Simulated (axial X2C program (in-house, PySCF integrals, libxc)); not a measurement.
# CuH⁺: EOM-EA-CCSD levels

Wanted for CuH⁺: EOM-EA-CCSD levels, at the two-component level.

Program: an in-house X2C program for linear molecules on PySCF integrals. Level of theory: two-component X2C with atomic mean-field terms, Cu dyall-acv3z, H dyall-av3z. These are calculated values, not measurements.

## (1) Set-up

File task.json:

```json
{
 "zs": [
  29,
  1
 ],
 "q": 1,
 "bas": [
  "dyall-acv3z",
  "dyall-av3z"
 ],
 "r0": 1.44,
 "eom": "ea",
 "thr": -2.0,
 "nmax": 92,
 "grid": [
  1,
  0.96,
  1.045,
  0.92,
  1.09,
  1.15
 ]
}
```

Keys: zs atomic numbers; q charge; bas basis sets; r0 starting distance in Å; eom kind of EOM run; thr threshold in hartree for freezing inner shells (an s shell follows its p shell); nmax most natural virtual spinors; grid distances as factors.

Started as:

```sh
$ python soeom.py task.json out
```

After this run come: EOM-EA-CCSD at 1.467 Å.

**Question.** What will these runs give? Wanted: next root led by one particle; T1 of the reference.

**Answer**, as computed:

| quantity | value |
| --- | --- |
| lowest root at 1.467 Å | Ω = 1/2, 18.738 eV |
| next root led by one particle | Ω = 3/2, about 61510 cm⁻¹ higher |
| T1 of the reference | 0.018 |

In words: The added electron is bound by 18.74 eV in a spinor of 36% H sσ, 30% Cu dσ, 25% Cu sσ. Errors of 0.1 to 0.3 eV are usual at this size, and roots led by higher excitations are left out, so the list is incomplete, and low states of that kind can be missing. T1 or the largest double amplitude of the reference is raised, which lowers the reliability.
